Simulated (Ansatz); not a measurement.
# Sr4Al16F: the cost of one run

Method: DFT LDA, plane waves, PAW, scalar-relativistic, no spin polarisation, in Ansatz 0.2.0.

The COD cell was measured well above room temperature, so it is larger than a cold one.

## 1. The system as given

The cell holds 21 atoms (Al16FSr4): a = 11.206 Å, b = 6.349 Å, c = 12.880 Å, α = 90.00°, β = 29.53°, γ = 90.00°.

Its coordinates follow in the input file.

## 2. Relaxing the start

Input file input.yaml:

```yaml
accuracy: low
crystal:
  lattice:
    - [0.0, 0.0, -11.2064]
    - [-4.48908, 4.48908, 0.0]
    - [4.48908, 4.48908, -11.2064]
  atoms:
    - { symbol: Sr, position: [0.5, 0.5, 0.0] }
    - { symbol: Al, position: [0.0, 0.75, 0.25] }
    - { symbol: Al, position: [0.0, 0.25, 0.25] }
    - { symbol: Al, position: [0.104282, 0.5, 0.0] }
    - { symbol: Al, position: [0.895718, 0.5, 0.0] }
    - { symbol: Sr, position: [0.5, 0.5, 0.5] }
    - { symbol: Al, position: [0.0, 0.75, 0.75] }
    - { symbol: Al, position: [0.0, 0.25, 0.75] }
    - { symbol: Al, position: [0.104282, 0.5, 0.5] }
    - { symbol: Al, position: [0.895718, 0.5, 0.5] }
    - { symbol: Sr, position: [0.0, 0.0, 0.0] }
    - { symbol: Al, position: [0.5, 0.25, 0.25] }
    - { symbol: Al, position: [0.5, 0.75, 0.25] }
    - { symbol: Al, position: [0.604282, 0.0, 0.0] }
    - { symbol: Al, position: [0.395718, 0.0, 0.0] }
    - { symbol: Sr, position: [0.0, 0.0, 0.5] }
    - { symbol: Al, position: [0.5, 0.25, 0.75] }
    - { symbol: Al, position: [0.5, 0.75, 0.75] }
    - { symbol: Al, position: [0.604282, 0.0, 0.5] }
    - { symbol: Al, position: [0.395718, 0.0, 0.5] }
    - { symbol: F, position: [0.2957582, 0.7465202, 0.245517] }
basis:
  ecutwfc: 420.0
kpoints:
  mp_grid: { grid: [2, 2, 2] }
hamiltonian:
  xc: lda
scf:
  occupations: { method: fermi_dirac, width: 0.05 }
  lower_state_search: "off"
relax:
  f_tol: 0.08
  max_steps: 25
  adjacent_minimum: "off"
output:
  write_density: true
  write_potential: true
  elf: true
  volumetric_format: npy
```

On the command line:

```console
> ansatz run input.yaml --threads 1 --pin off --max-ram 3072MiB --backend cpu --events-out ev --progress --plain --runs-dir out
```

Q: Estimate wall time and peak memory on 1 thread of Arm Neoverse V1, shared host.

About 2.9 min, with a peak of 0.62 GiB.
